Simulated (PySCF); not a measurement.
# C3H7BF2O2: electronic excitations

What electronic excitations should C3H7BF2O2 (`BOC[C@@H](F)OCF`) show?

Programs: PySCF 2.14.0, with density-fitted response routines of our own. Each step states its level of theory. These are calculated values for one molecule in the gas phase, unless marked as measured. Atoms are numbered from 0 throughout.

## Step 1: The molecule as given

15 atoms, charge 0, multiplicity 1; geometry from: GFN2-xTB.

Bonds of the start (Å): B0–O1 1.33, O1–C2 1.40, C2–C3 1.53, C3–F4 1.38, C3–O5 1.38, O5–C6 1.38, C6–F7 1.37, B0–H8 1.18, B0–H9 1.17, C2–H10 1.10, C2–H11 1.10, C3–H12 1.10, C6–H13 1.10, C6–H14 1.09.

## Step 2: Excited states and response: CAM-B3LYP/def2-SVPD

What the job is given:

```
{"job": {"kind": "uv", "xc": "CAM-B3LYP", "basis": "def2-SVPD", "nstates": 8, "ntriplets": 3}, "charge": 0, "multiplicity": 1}
B     -2.390253    -0.062438     0.916405
O     -1.819416    -0.459481    -0.213849
C     -0.986590     0.341842    -1.002354
C      0.465930    -0.104330    -0.818226
F      1.227983     0.392647    -1.859713
O      0.948072     0.408302     0.374205
C      2.166864    -0.091189     0.786544
F      2.048006    -1.400594     1.172780
H     -2.279232     1.036767     1.327215
H     -3.026847    -0.879139     1.460177
H     -1.257920     0.205763    -2.055073
H     -1.056862     1.400746    -0.727365
H      0.553469    -1.200503    -0.869533
H      2.929881    -0.065656    -0.005370
H      2.472501     0.485252     1.664898
```

Method: TDDFT CAM-B3LYP/def2-SVPD, vertical, gas phase, core orbitals frozen in the response.

Command:

```
$ OMP_NUM_THREADS=1 python probes_run.py task.json out
```

The driver reads the jobs from task.json and runs them one after another.

Predict these results of the whole session: lowest singlet (CAM-B3LYP/def2-SVPD); brightest single state of those computed; lowest triplet.

**Answer**, as computed:

| quantity | value |
| --- | --- |
| lowest singlet (CAM-B3LYP/def2-SVPD) | 6.44 eV (192 nm), f = 0.000 |
| brightest single state of those computed | state 3, 8.59 eV, f = 0.078 |
| lowest triplet | 5.84 eV |

**Reading.** The first singlet state (HOMO→LUMO 0.93) lies at 6.44 eV and is dark; of the 8 states computed, the strongest absorption comes from state 3 at 8.59 eV. The lowest triplet lies 0.60 eV below the lowest singlet (triplets in Tamm-Dancoff, singlets in full TDDFT).
